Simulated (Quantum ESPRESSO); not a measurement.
Something may be wrong with this Quantum ESPRESSO 7.5 calculation of BSH3.

File run.py:

```python
import numpy as np
from ase.calculators.espresso import Espresso, EspressoProfile
from ase.io import read

atoms = read('BH3S.xyz')

input_data = {
    'control': {'calculation': 'scf', 'prefix': 'pwscf', 'outdir': './tmp', 'tprnfor': True, 'disk_io': 'low', 'nstep': 30},
    'system': {'ecutwfc': 7.0, 'nbnd': 12, 'input_dft': 'r2scan', 'occupations': 'fixed', 'nosym': True},
    'electrons': {'conv_thr': 1e-08, 'electron_maxstep': 60, 'mixing_beta': 0.5},
}
pseudopotentials = {'H': 'H_ONCV_PBE-1.2.upf', 'S': 'S_ONCV_PBE-1.2.upf', 'B': 'B_ONCV_PBE-1.2.upf'}
profile = EspressoProfile(command='pw.x', pseudo_dir='pseudo')
atoms.calc = Espresso(profile=profile, input_data=input_data, pseudopotentials=pseudopotentials, kpts=(1, 1, 1), koffset=(0, 0, 0))

from ase.optimize import BFGS
done = BFGS(atoms, trajectory='opt.traj').run(fmax=0.02, steps=30)
print('converged', done)
print(f'energy {atoms.get_potential_energy():.8f} eV')
```

Contents of BH3S.xyz:

```xyz
5
Lattice="13.0000000000 0.0000000000 0.0000000000 0.0000000000 12.0000000000 0.0000000000 0.0000000000 0.0000000000 10.0000000000" Properties=species:S:1:pos:R:3 pbc="T T T"
B      6.1616230000      5.5293480000      5.1030000000
S      6.6595100000      7.2872280000      4.9534800000
H      5.1042160000      5.5461000000      5.3457000000
H      6.9388150000      4.7631000000      5.1202200000
H      8.0670590000      7.0995960000      4.7192800000
```

Potentials or basis: SG15 PBE 1.2.

Run with:

```console
$ OMP_NUM_THREADS=1 python run.py
```

Output:

```text
Step          Energy          fmax
BFGS:    0     -387.386946        7.952684
BFGS:    1     -388.581562        2.134199
BFGS:    2     -388.670526        0.757607
BFGS:    3     -388.710565        0.483320
BFGS:    4     -388.724432        0.330190
BFGS:    5     -388.733703        0.337494
BFGS:    6     -388.741877        0.249863
BFGS:    7     -388.745348        0.135030
BFGS:    8     -388.746257        0.108037
BFGS:    9     -388.746900        0.105673
BFGS:   10     -388.747930        0.120899
BFGS:   11     -388.748802        0.104565
BFGS:   12     -388.749292        0.067890
BFGS:   13     -388.749658        0.071914
BFGS:   14     -388.750252        0.093716
BFGS:   15     -388.751191        0.139886
BFGS:   16     -388.752459        0.160265
BFGS:   17     -388.753572        0.115011
BFGS:   18     -388.754205        0.062260
BFGS:   19     -388.754517        0.068149
BFGS:   20     -388.754999        0.076019
BFGS:   21     -388.755690        0.094131
BFGS:   22     -388.756165        0.079263
BFGS:   23     -388.756455        0.052383
BFGS:   24     -388.756736        0.051494
BFGS:   25     -388.756888        0.048541
BFGS:   26     -388.757092        0.038948
BFGS:   27     -388.757269        0.028630
BFGS:   28     -388.757340        0.023215
BFGS:   29     -388.757368        0.023347
BFGS:   30     -388.757397        0.022904
converged False
energy -388.75739726 eV
```

espresso.pwo:

```text
[... 269 lines left out ...]
```

Problem. What happened, and what is wrong with the input?

Solution. The calculation stopped without meeting its thresholds. The input holds a flaw that was put in on purpose: cutoff far too low (ecut_scale = 0.1).
